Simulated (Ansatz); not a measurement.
# ZrCl4 (zirconium tetrachloride) at r2SCAN/def2-SVP (core potential)

What is the energy change on altering one bond length of ZrCl4 (zirconium tetrachloride) at r2SCAN/def2-SVP (core potential)? 

Program for the calculation: Ansatz 0.2.0.

2 further runs of the same task are left out: 2 set aside as unsound or not needed.

**1. The molecule**

ZrCl4: 5 atoms, total charge 0, spin state singlet. As SMILES, `Cl[Zr](Cl)(Cl)Cl`. Geometry: relaxed at PBE0-D4/def2-TZVP.

Bond lengths: Cl1–Zr2 2.316 Å, Zr2–Cl3 2.316 Å, Zr2–Cl4 2.316 Å, Zr2–Cl5 2.316 Å. Angles: Cl1–Zr2–Cl3 109.5°, Cl1–Zr2–Cl4 109.5°, Cl1–Zr2–Cl5 109.5°, Cl3–Zr2–Cl4 109.5°, Cl3–Zr2–Cl5 109.5°, Cl4–Zr2–Cl5 109.5°.

**2. The energy at r2SCAN/def2-SVP (core potential)**

Input file in.yaml:

```yaml
crystal:
  periodic: [false, false, false]
  atoms:
    - {symbol: Cl, position_ang: [-0.109970, -0.230800, 2.301810]}
    - {symbol: Zr, position_ang: [0.000020, 0.000000, -0.000020]}
    - {symbol: Cl, position_ang: [1.545400, -1.499220, -0.853260]}
    - {symbol: Cl, position_ang: [-2.081750, -0.430080, -0.919260]}
    - {symbol: Cl, position_ang: [0.646280, 2.160110, -0.529270]}
basis:
  gaussian: {orbitals: def2-SVP}
hamiltonian: {xc: {name: r2SCAN}}
accuracy: high
output: {orbitals: {seedname: orbitals}}
```

Run with:

```console
$ ansatz run in.yaml --threads 1 --pin off --max-ram 3480MiB --events-out events.jsonl --progress --plain --runs-dir runs
```

What it wrote:

```text
Warning: RAYON_NUM_THREADS=1 ignored (pool sized by the plan → 1); use --threads N
Functional definition: r2SCAN
  name "r2SCAN"
  parameter k0 = 0.174
  parameter k1 = 0.065
  parameter a1 = 4.9479
  exchange = r2scan_x(k0 = k0, k1 = k1, a1 = a1)
  correlation = r2scan_c
2057 factors; integrals over basis functions are off by at most 7.0e-8 eV
mean field evaluation 1: about -51361.4838 eV, gradient 1.7e1 eV
mean field evaluation 2: about -51360.9460 eV, gradient 2.2e1 eV
mean field evaluation 4: about -51362.1315 eV, gradient 6.8e-1 eV
mean field evaluation 8: about -51362.1264 eV, gradient 4.5e-3 eV
mean field evaluation 16: about -51362.1264 eV, gradient 5.4e-7 eV
mean field -51362.12644830 eV, -1887.5233324753 hartree, gradient 1.3e-8 eV, S^2 0.000000; 0 other end points of the search recorded, 0 dependent functions left out
reference -51362.12645006 eV, -1887.5233325400 hartree; 40, 40 occupied and 63, 63 virtual orbitals, 2057 factors
Total energy: -51362.12645006 eV, -1887.5233325400 hartree
```

Run time: 14 s. Hardware: 1 thread of Intel Xeon 6975P-C (Granite Rapids), shared host; peak memory 0.41 GiB.

**3. The distorted shape**

Input file job.yaml:

```yaml
basis:
  gaussian:
    orbitals: def2-SVP
crystal:
  periodic: [false, false, false]
  atoms:
    - symbol: Cl
      position_ang: [0.202322, -0.166283, 2.439708]
    - symbol: Zr
      position_ang: [0.312312, 0.064517, 0.137878]
    - symbol: Cl
      position_ang: [1.857692, -1.434703, -0.715362]
    - symbol: Cl
      position_ang: [-2.081750, -0.430080, -0.919260]
    - symbol: Cl
      position_ang: [0.958572, 2.224627, -0.391372]
hamiltonian:
  xc: r2scan
output: {orbitals: {seedname: orbitals}}
accuracy: high
```

Run with:

```console
$ ansatz run job.yaml --threads 1 --pin off --max-ram 3480MiB --events-out events.jsonl --progress --plain --runs-dir runs
```

What it wrote, cut to the lines that bear on the results:

```text
Warning: RAYON_NUM_THREADS=1 ignored (pool sized by the plan → 1); use --threads N
[... 7 set-up lines as earlier in the session ...]
2062 factors; integrals over basis functions are off by at most 5.0e-9 eV
mean field evaluation 1: about -51360.4506 eV, gradient 2.0e1 eV
mean field evaluation 2: about -51345.8903 eV, gradient 7.9e1 eV
mean field evaluation 4: about -51361.5375 eV, gradient 3.3e0 eV
mean field evaluation 8: about -51361.5617 eV, gradient 2.4e-1 eV
mean field evaluation 16: about -51361.5618 eV, gradient 2.3e-5 eV
mean field -51361.56183401 eV, -1887.5025832827 hartree, gradient 9.6e-8 eV, S^2 0.000000; 0 other end points of the search recorded, 0 dependent functions left out
reference -51361.56183580 eV, -1887.5025833485 hartree; 40, 40 occupied and 63, 63 virtual orbitals, 2062 factors
Total energy: -51361.56183580 eV, -1887.5025833485 hartree
```

Wall time 15 s (1 thread of Intel Xeon 6975P-C (Granite Rapids), shared host); peak memory 0.41 GiB.

**4. Results**

Level: r2SCAN/def2-SVP (core potential).

| quantity | value |
| --- | --- |
| first shape: total energy | -1887.52333 Eh |
| first shape: HOMO energy | -8.75 eV |
| first shape: LUMO energy | -3.31 eV |
| first shape: HOMO–LUMO gap | 5.44 eV |
| distorted shape: total energy | -1887.50258 Eh |
| distorted shape: HOMO energy | -7.90 eV |
| distorted shape: LUMO energy | -3.81 eV |
| distorted shape: HOMO–LUMO gap | 4.09 eV |
| energy change with the Zr2–Cl4 bond stretched from 2.316 to 2.663 Å | 0.565 eV |

**Reading.** With the Zr2–Cl4 bond stretched from 2.316 to 2.663 Å the energy rises by 0.56 eV (54.5 kJ/mol). The first shape isn't relaxed at this level, so the change isn't measured from a minimum.
